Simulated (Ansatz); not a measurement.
# CH5FSSi2: the cost of one run

Program: Ansatz 0.2.0. Level of theory: RKS PBE0-D4/def2-SVP. These are calculated values, not measurements.

## Step 1: The starting structure

Bond lengths: C1–Si2 1.826 Å, Si2–F3 1.565 Å, Si2–Si4 2.162 Å, Si2–S5 2.127 Å, Si4–S5 2.104 Å, C1–H6 1.147 Å, C1–H7 1.087 Å, C1–H8 1.037 Å, Si4–H9 1.566 Å, Si4–H10 1.444 Å. Angles (14 of 19 angles, heavy atoms first): C1–Si2–F3 114.5°, C1–Si2–Si4 125.6°, C1–Si2–S5 113.9°, F3–Si2–Si4 118.1°, F3–Si2–S5 110.3°, Si4–Si2–S5 58.7°, Si2–Si4–S5 59.8°, Si2–S5–Si4 61.4°, Si2–C1–H6 107.9°, Si2–C1–H7 111.2°, Si2–C1–H8 111.4°, Si2–Si4–H9 117.7°, Si2–Si4–H10 125.8°, S5–Si4–H9 106.2°.

As a file:

```xyz
10

C     0.2827   -1.0881    1.2905
Si    0.6670   -0.0470   -0.1599
F     2.1503   -0.1407   -0.6511
Si   -0.7855    0.8607   -1.4792
S     0.0924    1.9891    0.0645
H    -0.8004   -0.8730    1.6022
H     0.8996   -0.8171    2.1436
H     0.3822   -2.0965    1.0687
H    -2.2994    0.7157   -1.1067
H    -0.5058    1.4457   -2.7696
```

## Step 2: End point A

Input file input.yaml:

```yaml
crystal:
  periodic: [false, false, false]
  atoms:
    - { symbol: C, position_ang: [0.2827, -1.0881, 1.2905] }
    - { symbol: Si, position_ang: [0.667, -0.047, -0.1599] }
    - { symbol: F, position_ang: [2.1503, -0.1407, -0.6511] }
    - { symbol: Si, position_ang: [-0.7855, 0.8607, -1.4792] }
    - { symbol: S, position_ang: [0.0924, 1.9891, 0.0645] }
    - { symbol: H, position_ang: [-0.8004, -0.873, 1.6022] }
    - { symbol: H, position_ang: [0.8996, -0.8171, 2.1436] }
    - { symbol: H, position_ang: [0.3822, -2.0965, 1.0687] }
    - { symbol: H, position_ang: [-2.2994, 0.7157, -1.1067] }
    - { symbol: H, position_ang: [-0.5058, 1.4457, -2.7696] }
basis:
  gaussian: { orbitals: def2-SVP }
hamiltonian:
  xc: pbe0
  dispersion: d4
relax:
  f_tol: 0.015
  max_steps: 40
```

On the command line:

```
> ansatz run input.yaml --threads 2 --pin off --max-ram 3072MiB --backend cpu --events-out ev --progress --plain --runs-dir out
```

**Question.** How long does this run take on 2 threads of Arm Neoverse N1, shared host, and how much memory does it need?

About 50 s, with a peak of 0.24 GiB.
